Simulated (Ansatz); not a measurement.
# FGaH7NSi2: the cost of one run

Computed with Ansatz 0.2.0, Gaussian basis. Level: RKS PBE-D4/def2-SVP.

Levels to be run: relaxation at PBE-D4/def2-SVP; relaxation at PBE0-D4/def2-TZVP.

1 further run of the same task is left out (set aside as unsound or not needed).

## 1. The system as given

SMILES `N[SiH2][Ga]([F])[SiH3]`, 12 atoms, charge 0, spin multiplicity 1.

Atoms are counted from 1 here; the program's logs count them from 0.

Bond lengths: N1–Si2 1.763 Å, N1–H6 1.050 Å, N1–H7 1.089 Å, Si2–Ga3 2.321 Å, Si2–H8 1.498 Å, Si2–H9 1.451 Å, Ga3–F4 0.226 Å, Ga3–Si5 2.151 Å, Si5–H10 1.492 Å, Si5–H11 1.503 Å, Si5–H12 1.451 Å. Angles: Si2–N1–H6 109.3°, Si2–N1–H7 105.5°, H6–N1–H7 101.0°, N1–Si2–Ga3 130.8°, N1–Si2–H8 107.1°, N1–Si2–H9 108.5°, Ga3–Si2–H8 95.5°, Ga3–Si2–H9 102.7°, H8–Si2–H9 111.2°, Si2–Ga3–F4 111.2°, Si2–Ga3–Si5 94.4°, F4–Ga3–Si5 95.1°, Ga3–Si5–H10 106.1°, Ga3–Si5–H11 111.0°, Ga3–Si5–H12 112.8°, H10–Si5–H11 107.2°, H10–Si5–H12 109.5°, H11–Si5–H12 110.0°.

Coordinates:

```csv
atom,x (Å),y (Å),z (Å)
N1,-0.6618,-0.1022,2.0343
Si2,-0.4124,-1.2219,0.6954
Ga3,-0.1267,-0.8318,-1.5750
F4,-0.3172,-0.7565,-1.6695
Si5,0.7339,1.1207,-1.3011
H6,0.0844,0.6360,2.0139
H7,-1.5393,0.4829,1.7639
H8,0.9261,-1.8627,0.9016
H9,-1.4751,-2.2099,0.7178
H10,1.9617,0.9201,-0.4776
H11,-0.1876,2.0106,-0.5157
H12,1.0911,1.7594,-2.5541
```

The start is a force-field geometry with small random shifts, so a cheaper pass at PBE-D4/def2-SVP comes first.

## 2. Optimising with PBE-D4/def2-SVP (cheap first pass)

File in.yaml:

```yaml
crystal:
  periodic: [false, false, false]
  atoms:
    - {symbol: N, position_ang: [-0.661800, -0.102200, 2.034300]}
    - {symbol: Si, position_ang: [-0.412400, -1.221900, 0.695400]}
    - {symbol: Ga, position_ang: [-0.126700, -0.831800, -1.575000]}
    - {symbol: F, position_ang: [-0.317200, -0.756500, -1.669500]}
    - {symbol: Si, position_ang: [0.733900, 1.120700, -1.301100]}
    - {symbol: H, position_ang: [0.084400, 0.636000, 2.013900]}
    - {symbol: H, position_ang: [-1.539300, 0.482900, 1.763900]}
    - {symbol: H, position_ang: [0.926100, -1.862700, 0.901600]}
    - {symbol: H, position_ang: [-1.475100, -2.209900, 0.717800]}
    - {symbol: H, position_ang: [1.961700, 0.920100, -0.477600]}
    - {symbol: H, position_ang: [-0.187600, 2.010600, -0.515700]}
    - {symbol: H, position_ang: [1.091100, 1.759400, -2.554100]}
basis:
  gaussian: {orbitals: def2-SVP}
hamiltonian: {xc: pbe, dispersion: d4}
relax: {f_tol: 0.03, max_steps: 200}
```

On the command line:

```
$ ansatz run in.yaml --threads 2 --pin off --events-out ev --progress --plain --max-ram 32768MiB --backend cpu
```

Q: Estimate wall time and peak memory on 2 threads of AMD EPYC 7R13, shared host.

About 94 s, with a peak of 0.29 GiB.
